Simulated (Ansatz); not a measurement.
**BiAs (CsCl type): how the settings move a single-point run**

Question: which choices in the input matter for BiAs (CsCl type)?

Method: reference: DFT, PBE, all-electron LAPW, scalar-relativistic, in Ansatz 0.2.0.

## Step 1: The system as given

The structure is cubic, space group Pm-3m (No. 221). The conventional cell has a = 3.619 Å, b = 3.619 Å, c = 3.619 Å, α = 90.00°, β = 90.00°, γ = 90.00°. Around As (site symmetry m-3m) lie 8 Bi at 3.13 Å. Around Bi (site symmetry m-3m) lie 8 As at 3.13 Å.

Structure file:

```xyz
2
Lattice="3.6193 0.0000 0.0000 0.0000 3.6193 0.0000 0.0000 0.0000 3.6193" Properties=species:S:1:pos:R:3 pbc="T T T"
As    0.0000    0.0000    0.0000
Bi    1.8096    1.8096    1.8096
```

## Step 2: Baseline

File input.yaml:

```yaml
crystal:
  lattice:
    - [3.6192804749, 0.0, 0.0]
    - [0.0, 3.6192804749, 0.0]
    - [0.0, 0.0, 3.6192804749]
  atoms:
    - { symbol: As, position: [0.0, 0.0, 0.0] }
    - { symbol: Bi, position: [0.5, 0.5, 0.5] }
kpoints:
  mp_grid: { grid: [13, 13, 13] }
scf:
  occupations: { method: fermi_dirac, width: 0.05 }
hamiltonian:
  xc: pbe
  pseudopotentials: { kind: all_electron, lapw: { basis_error: 0.0005 } }
output:
  forces: true
  stress: true
  eigenvalues: true
```

The run is started by

```bash
$ ansatz run input.yaml --threads 1 --pin off --max-ram 2048MiB --backend cpu --events-out ev --progress --plain --runs-dir out
```

## Step 3: Changing settings: preconditioner ldos

Edit input.yaml of step 2 so:

```diff
@@ -12,2 +12,3 @@
   occupations: { method: fermi_dirac, width: 0.05 }
+  mixing: { preconditioner: ldos }
 hamiltonian:
```

Q: Predict the outcome of this session. Wanted: for each run, ending; energy change; pressure; gap; force.

As calculated:

| run | ending | energy change | pressure (GPa) | gap (eV) | force (eV/Å) | cycles | time |
| --- | --- | --- | --- | --- | --- | --- | --- |
| reference | converged | 0 | 4.6 | 0.00 | 0.00 | 10 | 20 s |
| 1: preconditioner ldos | converged | 0.0 meV/atom | 4.6 | 0.00 | 0.00 | 7 | 17 s |

Residual by cycle in the longest SCF loop of each run; runs are numbered as in the table. The quantity is the density residual dr2, in eV.

| cycle | reference | run 1 |
| --- | --- | --- |
| 1 | 0.439 | 0.439 |
| 2 | 0.11 | 0.00138 |
| 3 | 0.0469 | 1.1e-4 |
| 4 | 0.00128 | 1.1e-5 |
| 5 | 2.6e-4 | 2.0e-7 |
| 6 | 8.2e-5 | 2.2e-8 |
| 7 | 3.0e-5 | 8.3e-9 |
| 8 | 1.2e-6 | - |
| 9 | 1.5e-7 | - |
| 10 | 9.5e-9 | - |

What this shows: Same state: the changed mixing leaves the energy within 0.5 meV/atom. Cost: 7 SCF cycles against 10. Semilocal functionals close small gaps, so the missing gap need not be the real solid's.
